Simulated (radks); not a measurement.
# Mo⁴⁺ in [Kr] 4d1.75 5p0.25: an all-electron calculation

Wanted: eigenvalues, radial structure and energy terms of the molybdenum ion Mo4+.

Program: radks (a radial shooting solver on a logarithmic mesh, Libxc functionals) version 1. Level of theory: scalar-relativistic Kohn-Sham, exchange-only B88, spin-polarised, spherical densities, finite nucleus; open shells are filled with parallel spins first. These are calculated values, not measurements, unless marked.

### Step 1. What is computed

```
element            : molybdenum (Z = 42)
charge             : +4
electrons          : 38
configuration      : [Kr] 4d1.75 5p0.25
nuclear rms radius : 4.4091 fm
```

### Step 2. The run

Settings of this run:

```text
Z 42
configuration [Kr] 4d1.75 5p0.25 5s0 4f0 5d0 6p0
relativity scalar-relativistic
functional b88,
spin polarised
nucleus finite rms 4.4091 fm
c 137.035999084
```

Run with:

```sh
$ python run_ks.py task.json out
```

This one command runs every case of the session in turn.

What does the calculation give?

**Answer**, as computed:

```
                        quantity                   value
                    total energy     -4043.79585 hartree
exchange-correlation share of it                  2.98 %
                            −T/E                  1.0316
          highest occupied level       5p up, -30.282 eV
    most extended occupied level  5p up, <r> = 2.84 bohr
 radius at density 0.001 e/bohr³               3.32 bohr
    maxima of the radial density                       4
```

**Reading.** 5 principal shells are occupied and 4 maxima appear in the radial density; where shells overlap, one shows as a shoulder or not at all. −T/E is 1.032: with relativity the kinetic term as defined here no longer equals −E. This is not the tabulated ground configuration, so its levels and sizes aren't those of the ground state, and no measured value stands beside it.
